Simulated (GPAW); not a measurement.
Crystal: CeZn2Ni.

```xyz
4
Lattice="3.8644 0.0000 0.0000 0.0000 3.8644 0.0000 0.0000 0.0000 4.9193" Properties=species:S:1:pos:R:3 pbc="T T T"
Ce    0.0000    0.0000    0.0000
Zn    0.0000    1.9322    2.4596
Zn    1.9322    0.0000    2.4596
Ni    1.9322    1.9322    0.0000
```

The cell comes from a database or a generator and needn't be the stable form of this composition.

Base run:

| Item | Value |
| --- | --- |
| Program | GPAW 26.7.0 |
| Functional | PBE |
| Potentials or basis | GPAW PAW data sets (gpaw-data 1.2.1) |
| Cutoff | 800 eV |
| Basis | pw |
| k mesh | 5 × 5 × 5 |
| Occupations | fermi-dirac, width 0.05 eV |
| Spin | collinear spin, ferromagnetic start |
| Starting moments | [1.0, 0.0, 0.0, 1.0] μB |

Its results: pressure 0.7 GPa; net moment 0.22 μB per cell; site moments Ce +0.18; Zn +0.00; Ni -0.03 μB.

The run is repeated on the same cell with these changes: functional from PBE to LDA; potentials or basis from GPAW PAW data sets (gpaw-data 1.2.1) to the program's PAW data sets (release 1.2.1) made for this functional. What comes out?

Pressure -6.7 GPa; net moment 0.17 μB per cell; site moments Ce +0.15; Zn +0.00; Ni -0.02 μB.

Caveats: one-centre terms of the f shell are cut off; the magnetic or orbital state may not be the lowest; the stock nickel data set gives pressures a few GPa off other programs.

Not every run made on this cell is shown here.
